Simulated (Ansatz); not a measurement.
# CH8ClNSi2: rotation by 120° about the N1–C2 bond, part 2 of 2

Wanted: the energy profile along the rotation by 120° about the N1–C2 bond, from relaxed end points and a band of images. SMILES of the start: NC([SiH3])[SiH2]Cl.

Ansatz 0.2.0; RKS B3LYP/def2-SVP. Earlier steps stand in the parts before.

## 6. Vibrations at the top

The geometry is the highest inner image of the first converged band.

input.yaml

```yaml
crystal:
  periodic: [false, false, false]
  atoms:
    - { symbol: "N", position_ang: [-0.978599, 0.774054, -1.100947] }
    - { symbol: C, position_ang: [-0.507276, 0.013994, 0.081001] }
    - { symbol: Si, position_ang: [0.408924, -1.59197, -0.38551] }
    - { symbol: Si, position_ang: [0.47544, 1.204893, 1.17773] }
    - { symbol: Cl, position_ang: [2.331645, 1.61654, 0.312126] }
    - { symbol: H, position_ang: [-0.768723, 0.316078, -1.986207] }
    - { symbol: H, position_ang: [-1.983862, 0.930761, -1.071936] }
    - { symbol: H, position_ang: [-1.353862, -0.340291, 0.706378] }
    - { symbol: H, position_ang: [1.05861, -2.192826, 0.814529] }
    - { symbol: H, position_ang: [1.433981, -1.303759, -1.427921] }
    - { symbol: H, position_ang: [-0.573997, -2.563705, -0.95431] }
    - { symbol: H, position_ang: [0.738207, 0.613067, 2.522831] }
    - { symbol: H, position_ang: [-0.260187, 2.488461, 1.327036] }
basis:
  gaussian: { orbitals: def2-SVP }
hamiltonian:
  xc: b3lyp
phonons: {}
```

The run is started by

```bash
> ansatz run input.yaml --threads 2 --pin off --max-ram 3072MiB --backend cpu --events-out ev --progress --plain --runs-dir out
```

Log, cut to the lines that bear on the results:

```text
Warning: RAYON_NUM_THREADS=2 ignored (pool sized by the plan → 2); use --threads N
[...]
Functional definition: B3LYP
[...]
1288 factors; integrals over basis functions are off by at most 3.2e-4 eV
[...]
mean field -30926.83652569 eV, -1136.5402793562 hartree, gradient 2.6e-5 eV, S^2 0.000000; 0 other end points of the search recorded, 0 dependent functions left out
[...]
reference -30926.83682065 eV, -1136.5402901959 hartree; 33, 33 occupied and 89, 89 virtual orbitals, 1288 factors
[...]
1288 factors; integrals over basis functions are off by at most 3.2e-4 eV
[...]
mean field -30926.83634452 eV, -1136.5402726984 hartree, gradient 2.0e-6 eV, S^2 0.000000; 0 other end points of the search recorded, 0 dependent functions left out
[...]
reference -30926.83663950 eV, -1136.5402835390 hartree; 33, 33 occupied and 89, 89 virtual orbitals, 1288 factors
[...]
1288 factors; integrals over basis functions are off by at most 3.2e-4 eV
[...]
WARN: phonons: modes at or below zero, which the zero-point energy, F, S and C_V leave out: 1, the lowest at -260.44 cm⁻¹. A minimum has none, and a first-order saddle one
[...]
Atom 5 at    -0.768723     0.316078    -1.986207 Å, force     0.001649    -0.000218     0.001545 eV/Å
Atom 6 at    -1.983862     0.930761    -1.071936 Å, force     0.000835    -0.000140     0.002439 eV/Å
Atom 7 at    -1.353862    -0.340291     0.706378 Å, force     0.000256     0.000263    -0.000741 eV/Å
Atom 8 at     1.058610    -2.192826     0.814529 Å, force    -0.000264    -0.000099     0.000290 eV/Å
Atom 9 at     1.433981    -1.303759    -1.427921 Å, force     0.000184    -0.000185     0.000105 eV/Å
Atom 10 at    -0.573997    -2.563705    -0.954310 Å, force    -0.000127     0.000266    -0.000163 eV/Å
Atom 11 at     0.738207     0.613067     2.522831 Å, force    -0.001226    -0.000102     0.000114 eV/Å
Atom 12 at    -0.260187     2.488461     1.327036 Å, force    -0.000242    -0.000307     0.000008 eV/Å
Dipole moment:    -0.562149    -0.256572    -0.043019 e Å
Vibrations: -260.44 57.08 103.96 139.29 183.75 247.14 344.34 489.46 538.40 556.31 639.19 670.66 710.89 737.31 816.56 883.22 931.92 943.05 958.67 961.14 1034.78 1060.31 1158.67 1319.75 1624.77 2208.66 2212.29 2230.71 2238.17 2244.76 2969.41 3506.36 3593.04 cm⁻¹, zero-point energy 2.375166 eV
```

Run time: 3.3 min. Hardware: 2 threads of Arm Neoverse V1, shared host; peak memory 0.3 GiB.

Of 33 modes, 1 is imaginary by more than 30 cm⁻¹ (260i cm⁻¹).

## 7. The band again, with other settings

crystal.atoms is end A as relaxed above, and neb.final_atoms is end B, turned to lie on A. With 7 inner images the band has 9 in all.

input.yaml

```yaml
crystal:
  periodic: [false, false, false]
  atoms:
    - { symbol: "N", position_ang: [-1.040025, 0.787373, -1.045353] }
    - { symbol: C, position_ang: [-0.537389, 0.068641, 0.143373] }
    - { symbol: Si, position_ang: [0.154876, -1.66988, -0.2511] }
    - { symbol: Si, position_ang: [0.603819, 1.23488, 1.096402] }
    - { symbol: Cl, position_ang: [2.185302, 1.778769, -0.162443] }
    - { symbol: H, position_ang: [-0.27834, 0.975664, -1.698634] }
    - { symbol: H, position_ang: [-1.735031, 0.236883, -1.551047] }
    - { symbol: H, position_ang: [-1.381423, -0.073416, 0.848894] }
    - { symbol: H, position_ang: [0.571272, -2.416027, 0.975686] }
    - { symbol: H, position_ang: [1.318951, -1.548887, -1.175743] }
    - { symbol: H, position_ang: [-0.916598, -2.445466, -0.947999] }
    - { symbol: H, position_ang: [1.181, 0.558566, 2.290414] }
    - { symbol: H, position_ang: [-0.106114, 2.478198, 1.492351] }
basis:
  gaussian: { orbitals: def2-SVP }
hamiltonian:
  xc: b3lyp
neb:
  order_check: false
  images: 7
  f_tol: 0.05
  max_iterations: 60
  initial_path: idpp
  spring: 0.1
  final_atoms:
    - { symbol: "N", position_ang: [-0.93959156, 0.64383869, -1.19164239] }
    - { symbol: C, position_ang: [-0.4959021, 0.02450489, 0.06179655] }
    - { symbol: Si, position_ang: [0.33233862, -1.6490246, -0.32943523] }
    - { symbol: Si, position_ang: [0.61442353, 1.20607368, 1.03502598] }
    - { symbol: Cl, position_ang: [2.5086722, 1.42914953, 0.1942104] }
    - { symbol: H, position_ang: [-1.59690668, 0.04695322, -1.69433983] }
    - { symbol: H, position_ang: [-1.41506603, 1.53238257, -1.03048607] }
    - { symbol: H, position_ang: [-1.31566105, -0.20962552, 0.78683095] }
    - { symbol: H, position_ang: [0.6798171, -2.34650785, 0.94471429] }
    - { symbol: H, position_ang: [1.54970297, -1.48677347, -1.16832859] }
    - { symbol: H, position_ang: [-0.66235933, -2.47934897, -1.07658543] }
    - { symbol: H, position_ang: [0.7822598, 0.69896637, 2.42419999] }
    - { symbol: H, position_ang: [-0.02142749, 2.55470946, 1.05884039] }
```

The run is started by

```bash
> ansatz run input.yaml --threads 2 --pin off --max-ram 3072MiB --backend cpu --events-out ev --progress --plain --runs-dir out
```

Log, cut to the lines that bear on the results:

```text
Warning: RAYON_NUM_THREADS=2 ignored (pool sized by the plan → 2); use --threads N
[...]
[... 1 set-up line as earlier in the session ...]
[...]
1289 factors; integrals over basis functions are off by at most 3.0e-4 eV
[...]
mean field -30926.96448684 eV, -1136.5449818418 hartree, gradient 3.4e-5 eV, S^2 0.000000; 0 other end points of the search recorded, 0 dependent functions left out
[...]
reference -30926.96478081 eV, -1136.5449926450 hartree; 33, 33 occupied and 89, 89 virtual orbitals, 1289 factors
1289 factors; integrals over basis functions are off by at most 6.7e-4 eV
[...]
mean field -30926.92348442 eV, -1136.5434750308 hartree, gradient 1.7e-5 eV, S^2 0.000000; 0 other end points of the search recorded, 0 dependent functions left out
[...]
reference -30926.92378072 eV, -1136.5434859197 hartree; 33, 33 occupied and 89, 89 virtual orbitals, 1289 factors
[...]
Atom 3 at     0.478162     1.206834     1.176002 Å, force    -0.008658    -0.006917     0.000569 eV/Å
Atom 4 at     2.328076     1.628844     0.302518 Å, force    -0.001351     0.001024     0.001720 eV/Å
Atom 5 at    -0.769026     0.316518    -1.985292 Å, force     0.014914     0.002626     0.010968 eV/Å
Atom 6 at    -1.984853     0.925321    -1.072103 Å, force     0.006550     0.003517     0.016379 eV/Å
Atom 7 at    -1.351032    -0.338851     0.708904 Å, force     0.001514     0.001099    -0.002179 eV/Å
Atom 8 at     1.042168    -2.203573     0.819203 Å, force     0.001377     0.000668    -0.000553 eV/Å
Atom 9 at     1.444762    -1.306838    -1.415506 Å, force    -0.000023     0.000082    -0.000414 eV/Å
Atom 10 at    -0.575616    -2.556451    -0.967301 Å, force     0.001042    -0.001103    -0.000057 eV/Å
Atom 11 at     0.748074     0.613188     2.518895 Å, force     0.003837     0.000794    -0.000153 eV/Å
Atom 12 at    -0.264705     2.485462     1.331786 Å, force     0.004338     0.002596    -0.001815 eV/Å
Dipole moment:    -0.559853    -0.258979    -0.042189 e Å
this run last wrote the band of iteration 11 to <dir>
```

Wall time 5.2 min (2 threads of Arm Neoverse V1, shared host); peak memory 0.3 GiB.

## 8. The band, image by image

The 7 inner images lie between the fixed ends 0 and 8. Energy is taken from image 0, and the path length is the program's own coordinate along the band.

| image | path (Å) | energy (eV) | dihedral H7–N1–C2–Si3 (°) | band force (eV/Å) |
| --- | --- | --- | --- | --- |
| 0 | 0.000 | 0.0000 | 55 | - |
| 1 | 0.468 | 0.0074 | 61 | 0.009 |
| 2 | 0.933 | 0.0420 | 78 | 0.011 |
| 3 | 1.390 | 0.0993 | 100 | 0.020 |
| 4* | 1.841 | 0.1281 | 123 | 0.032 |
| 5 | 2.183 | 0.1129 | 139 | 0.016 |
| 6 | 2.527 | 0.0786 | 154 | 0.015 |
| 7 | 2.876 | 0.0495 | 169 | 0.010 |
| 8 | 3.232 | 0.0410 | 178 | - |

The star marks the climbing image.

image, energy (eV) and a bar:
```
        0      0.000 
        1      0.007 ##
        2      0.042 ##########
        3      0.099 #######################
        4      0.128 ##############################
        5      0.113 ##########################
        6      0.079 ##################
        7      0.050 ############
        8      0.041 ##########
```

## 9. Summary of results

The summary covers parts 1 to 2.

| quantity | value |
| --- | --- |
| end A | 8 moves, 0.417 eV lower |
| end B | 10 moves, 0.372 eV lower |
| first band: barrier forwards | 0.128 eV |
| first band: barrier backwards | 0.087 eV |
| first band: second end relative to first | +0.041 eV |
| first band: highest image | 4 of 0 to 8, climbing |
| first band: band iterations | 15 |
| imaginary modes at the top | 260i cm⁻¹ |
| second band | top 0.128 eV above image 0, 11 iterations, 7 inner images |
| time, first and second band | 6.6 min and 5.2 min |

What this shows: In the first band: the top lies 0.13 eV above the first end, or 5 kT at room temperature, which at an assumed attempt frequency of 10^13 s⁻¹ means a rate near 10^11 s⁻¹. The second end lies 0.041 eV above the first, so the way back costs 0.087 eV. The listed dihedral goes from 55° at end A through 123° at the highest image to 178° at end B. One imaginary mode, as a first-order saddle point has. The second band's top agrees with the first's to 1 meV, so the changed settings hardly move the height. These are electronic energies, with no zero-point or thermal terms.
